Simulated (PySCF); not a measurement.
# C7H6F2: the cost of one run

Programs: PySCF 2.14.0, with routines of our own; each step states its level. All values are computed. Atoms count from 0.

## (1) The system as given

15 atoms, charge 0, multiplicity 1; geometry from: GFN2-xTB.

## (2) Vibronic structure: TDDFT B3LYP/6-31+G*

What the job is given:

```
{"job": {"kind": "vib", "xc": "B3LYP", "basis": "6-31+G*", "tda": false}, "charge": 0, "multiplicity": 1}
F     -2.196272     0.785028    -0.084955
C     -1.119933     0.213330     0.526228
C      0.174043     1.054618     0.423047
C      1.124674     0.040419     1.032602
C      0.738942    -1.162712     0.630791
C     -0.478188    -0.957847    -0.255384
F     -1.237257    -2.067281    -0.467688
C     -0.013627    -0.209783    -1.493383
C      0.376390     0.988318    -1.084081
H     -1.427337    -0.043091     1.544420
H      0.160968     2.045032     0.865446
H      1.963401     0.305495     1.646038
H      1.158288    -2.129607     0.825052
H     -0.017347    -0.647313    -2.470939
H      0.788841     1.793384    -1.659107
```

Level: TDDFT B3LYP/6-31+G* vertical-gradient vibronic structure (displaced harmonic oscillators, Condon), gas phase.

The run is started by

```bash
OMP_NUM_THREADS=1 python excited_run.py task.json out
```

This one command runs all jobs of the session in turn.

Q: Estimate the wall time and peak memory of this first job on 1 thread of Arm Neoverse V1, shared host.

About 47 s, with a peak of 0.9 GiB.
